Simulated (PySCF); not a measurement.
**C4H9FOSi2: electronic excitations**

Aim: predict the electronic excitations of C4H9FOSi2 (`C[Si@@H]1C[C@](F)(C=O)[SiH2]1`).

The runs use PySCF 2.14.0, with density-fitted response routines of our own; the level of theory stands in each step. All values are computed, except where a source is named. Atoms are numbered from 0 throughout.

### 1 Starting geometry

17 atoms, charge 0, multiplicity 1; geometry from: GFN2-xTB.

Bonds of the start (Å): C0–Si1 1.90, Si1–C2 1.93, C2–C3 1.53, C3–F4 1.39, C3–C5 1.46, C5–O6 1.21, C3–Si7 2.00, Si7–Si1 2.34, C0–H8 1.09, C0–H9 1.09, C0–H10 1.09, Si1–H11 1.48, C2–H12 1.09, C2–H13 1.09, C5–H14 1.11, Si7–H15 1.47, Si7–H16 1.47.

### 2 Excited states and response: B3LYP/def2-SVPD

Job settings and geometry (Å):

```
{"job": {"kind": "uv", "xc": "B3LYP", "basis": "def2-SVPD", "nstates": 8, "ntriplets": 3}, "charge": 0, "multiplicity": 1}
C      2.230910     0.457192     1.173706
Si     1.086314    -0.877147     0.460351
C      0.080920    -0.312027    -1.082205
C     -1.289426    -0.025962    -0.452898
F     -2.340147    -0.481012    -1.239025
C     -1.502933     1.358992    -0.053186
O     -0.654696     2.046459     0.474633
Si    -1.102816    -1.000464     1.283114
H      1.692011     1.394474     1.280551
H      2.614160     0.171537     2.148895
H      3.083539     0.632860     0.522518
H      1.835320    -2.123119     0.206136
H     -0.038828    -1.114574    -1.809221
H      0.459102     0.557718    -1.618458
H     -2.539001     1.721151    -0.187561
H     -1.659848    -0.212653     2.385789
H     -1.961580    -2.181398     1.146414
```

Method: TDDFT B3LYP/def2-SVPD, vertical, gas phase, core orbitals frozen in the response.

Command:

```sh
OMP_NUM_THREADS=1 python probes_run.py task.json out
```

This one command runs all jobs of the session in turn.

What will the session give for the following? lowest singlet (B3LYP/def2-SVPD); brightest single state of those computed; lowest triplet. Wanted: lowest singlet; brightest single state of those computed; lowest triplet.

The runs gave:

```
                                quantity                        value
        lowest singlet (B3LYP/def2-SVPD)  4.16 eV (298 nm), f = 0.006
brightest single state of those computed  state 2, 5.50 eV, f = 0.064
                          lowest triplet                      3.62 eV
```

In words: The lowest singlet, at 4.16 eV, is HOMO→LUMO 0.84 and is weak; of the 8 states computed, the strongest absorption comes from state 2 at 5.50 eV (the last state computed is bright too, and its partners may lie past the list). The lowest triplet lies 0.54 eV below the lowest singlet (triplets in Tamm-Dancoff, singlets in full TDDFT).
